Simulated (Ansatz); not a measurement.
**AlClH₇NSi₂: a ladder of functionals and wavefunction methods**

The task here is to estimate one member of a computed series from the others.

The runs use Ansatz 0.2.0, Gaussian basis; functionals in def2-TZVPP, the program's frozen cores in correlated methods.

Levels to be run: LDA (SPW92), PBE-D4, revPBE-D4, BLYP-D4, r2SCAN-D4, B97M-V, PBE0-D4, B3LYP-D4, r2SCANh-D4, r2SCAN0-D4, HSE06-D4, BHLYP-D4, CAM-B3LYP-D4, LC-ωPBE, ωB97X-V, ωB97M-V, B2PLYP, PBE-QIDH; CCSD(T)/def2-SVP; CCSD(T)/def2-TZVPP; MP2/def2-QZVPP; extrapolation to the limit; RPA on PBE.

## The relaxed structure

The geometry comes from an earlier relaxation with PBE0-D4 in a triple-zeta def2 set; it is a stationary point, not always the lowest conformer.

SMILES `[SiH3][N]([SiH3])[AlH][Cl]`, 12 atoms, charge 0, spin multiplicity 1.

Atoms are counted from 1 here; the program's logs count them from 0.

Bond lengths: Si1–N2 1.744 Å, Si1–H6 1.489 Å, Si1–H7 1.485 Å, Si1–H8 1.485 Å, N2–Si3 1.737 Å, N2–Al4 1.780 Å, Si3–H9 1.487 Å, Si3–H10 1.488 Å, Si3–H11 1.487 Å, Al4–Cl5 2.095 Å, Al4–H12 1.567 Å. Angles: N2–Si1–H6 107.5°, N2–Si1–H7 111.4°, N2–Si1–H8 111.4°, H6–Si1–H7 108.8°, H6–Si1–H8 108.8°, H7–Si1–H8 108.8°, Si1–N2–Si3 117.4°, Si1–N2–Al4 121.7°, Si3–N2–Al4 121.0°, N2–Si3–H9 111.3°, N2–Si3–H10 108.1°, N2–Si3–H11 111.3°, H9–Si3–H10 109.0°, H9–Si3–H11 108.1°, H10–Si3–H11 109.0°, N2–Al4–Cl5 115.7°, N2–Al4–H12 123.5°, Cl5–Al4–H12 120.8°.

The first run:

in.yaml

```yaml
crystal:
  periodic: [false, false, false]
  atoms:
    - {symbol: Si, position_ang: [-0.860455, 0.631154, 1.237271]}
    - {symbol: N, position_ang: [-0.030857, -0.057588, -0.133849]}
    - {symbol: Si, position_ang: [1.693235, -0.236326, -0.016681]}
    - {symbol: Al, position_ang: [-0.906214, -0.560230, -1.600158]}
    - {symbol: Cl, position_ang: [-2.980634, -0.270427, -1.565282]}
    - {symbol: H, position_ang: [0.163700, 0.930531, 2.276050]}
    - {symbol: H, position_ang: [-1.556354, 1.891799, 0.873430]}
    - {symbol: H, position_ang: [-1.853676, -0.317124, 1.803025]}
    - {symbol: H, position_ang: [2.360554, 1.077402, 0.185611]}
    - {symbol: H, position_ang: [2.182780, -0.837642, -1.286396]}
    - {symbol: H, position_ang: [2.069019, -1.124036, 1.115930]}
    - {symbol: H, position_ang: [-0.204401, -1.182813, -2.854850]}
basis:
  gaussian: {orbitals: def2-TZVPP}
hamiltonian: {xc: lda}
output: {orbitals: {seedname: orbitals}}
```

Started as:

```console
ansatz run in.yaml --threads 2 --pin off --events-out ev --progress --plain --max-ram 32768MiB --backend cuda --devices 0, --max-vram 18GiB
```

Among the steps run: LDA; PBE-D4 (GGA); revPBE-D4 (GGA); BLYP-D4 (GGA); r2SCAN-D4 (meta-GGA); B97M-V (meta-GGA); PBE0-D4 (hybrid); B3LYP-D4 (hybrid); r2SCANh-D4 (hybrid); r2SCAN0-D4 (hybrid); HSE06-D4 (hybrid); BHLYP-D4 (hybrid); CAM-B3LYP-D4 (range-separated); LC-ωPBE (range-separated); ωB97X-V (range-separated); ωB97M-V (range-separated); B2PLYP (double hybrid); PBE-QIDH (double hybrid).

One of the session's tables, all rows but one given; the rest of the session is left out.

It belongs to the step «Orbital energies across the functionals». 

```
  functional  HOMO (eV)  gap (eV)
 LDA (SPW92)      -6.83      4.76
      PBE-D4      -6.74      4.92
   revPBE-D4      -6.70      4.99
     BLYP-D4      -6.61      4.92
   r2SCAN-D4      -7.04      5.54
      B97M-V      -7.18      5.44
     PBE0-D4      -8.01      6.96
    B3LYP-D4      -7.78      6.54
  r2SCANh-D4      -7.51      6.27
  r2SCAN0-D4      -8.22      7.35
    HSE06-D4      -7.61      6.19
    BHLYP-D4          ?         ?
CAM-B3LYP-D4      -9.35      9.23
     LC-ωPBE     -10.72     11.69
     ωB97X-V     -10.38     11.21
     ωB97M-V     -10.25     10.79
```

**Question.** Estimate the row for BHLYP-D4.

Worked estimate for «HOMO (eV)». Against the share of exact exchange, BLYP-D4 (0, -6.61), B3LYP-D4 (0.2, -7.78) give a slope of -5.85 per unit share; at 0.5 the line stands at -9.53.

**Answer.** HOMO (eV): -9.19; gap (eV): 8.92. In «HOMO (eV)» the line misses by -0.34.
